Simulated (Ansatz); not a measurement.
# InPt3: the cost of one run

Computed with Ansatz 0.2.0 (DFT LDA, scalar-relativistic, plane waves, PAW, unless a step's input says otherwise).

3 further runs of the same task are left out: 3 set aside as unsound or not needed.

## (1) The system as given

The structure is cubic, space group Pm-3m (No. 221). The conventional cell has a = 3.966 Å, b = 3.966 Å, c = 3.966 Å, α = 90.00°, β = 90.00°, γ = 90.00°. In (site symmetry m-3m) has 12 Pt at 2.80 Å as nearest neighbours. Pt (site symmetry 4/mmm) has 4 In at 2.80 Å and 8 Pt at 2.80 Å as nearest neighbours.

Structure file:

```cif
data_structure
_symmetry_space_group_name_H-M 'P 1'
_symmetry_Int_Tables_number 1
_cell_length_a 3.9664
_cell_length_b 3.9664
_cell_length_c 3.9664
_cell_angle_alpha 90.000
_cell_angle_beta 90.000
_cell_angle_gamma 90.000
_cell_volume 62.40
loop_
_atom_site_label
_atom_site_type_symbol
_atom_site_fract_x
_atom_site_fract_y
_atom_site_fract_z
_atom_site_occupancy
In1 In 0.00000 0.00000 0.00000 1
Pt1 Pt 0.50000 0.50000 0.00000 1
Pt2 Pt 0.00000 0.50000 0.50000 1
Pt3 Pt 0.50000 0.00000 0.50000 1
```

It is the result of an earlier relaxation at this level (volume 15.60 Å³/atom; gap on the mesh: none (metal)).

## (2) The cell at 0.98 of its volume

File input.yaml:

```yaml
crystal:
  lattice:
    - [3.9397522745, 0.0, 0.0]
    - [0.0, 3.9397522745, 0.0]
    - [0.0, 0.0, 3.9397522745]
  atoms:
    - { symbol: In, position: [0.0, 0.0, 0.0] }
    - { symbol: Pt, position: [0.5, 0.5, 0.0] }
    - { symbol: Pt, position: [0.0, 0.5, 0.5] }
    - { symbol: Pt, position: [0.5, 0.0, 0.5] }
basis:
  ecutwfc: 420
kpoints:
  mp_grid: { grid: [10, 10, 10] }
hamiltonian:
  xc: lda
scf:
  occupations: { method: fermi_dirac, width: 0.15 }
output:
  forces: true
  stress: true
  eigenvalues: true
```

Run with:

```bash
$ ansatz run input.yaml --threads 1 --pin off --max-ram 3072MiB --backend cpu --events-out ev --progress --plain --runs-dir out
```

**Question.** How long does this run take on 1 thread of Intel Xeon Platinum 8375C at 2.90GHz (Ice Lake), shared host, and how much memory does it need?

About 4.8 s, with a peak of 0.45 GiB.
